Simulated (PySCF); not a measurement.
# C3H4F2O2 (methyl difluoroacetate): the cost of one run

Programs: PySCF 2.14.0, with routines of our own; each step states its level. All values are computed. Atoms count from 0.

### 1 The system as given

11 atoms, charge 0, multiplicity 1; geometry from: GFN2-xTB.

### 2 Geometry optimisation at PBE0-D3(BJ)/def2-SVP

What the job is given:

```
{"job": {"xc": "PBE0", "basis": "def2-SVP", "d3": "d3bj", "grid": 2, "kind": "geom"}, "charge": 0, "multiplicity": 1}
C     -1.846992     0.205120     0.263411
O     -0.439889     0.343263     0.441560
C      0.342607    -0.296250    -0.398983
O      0.001241    -0.998333    -1.308864
C      1.830981    -0.040373    -0.054683
F      2.097547    -0.470152     1.197761
F      2.098643     1.282732    -0.084435
H     -2.086444    -0.804086    -0.075018
H     -2.298886     0.410191     1.230653
H     -2.193282     0.926713    -0.478161
H      2.499899    -0.556154    -0.759204
```

On the command line:

```console
$ OMP_NUM_THREADS=1 python excited_run.py task.json out
```

This one command runs all jobs of the session in turn.

Q: Estimate the wall time and peak memory of this first job on 1 thread of Arm Neoverse V2, shared host.

About 46 s, with a peak of 0.67 GiB.
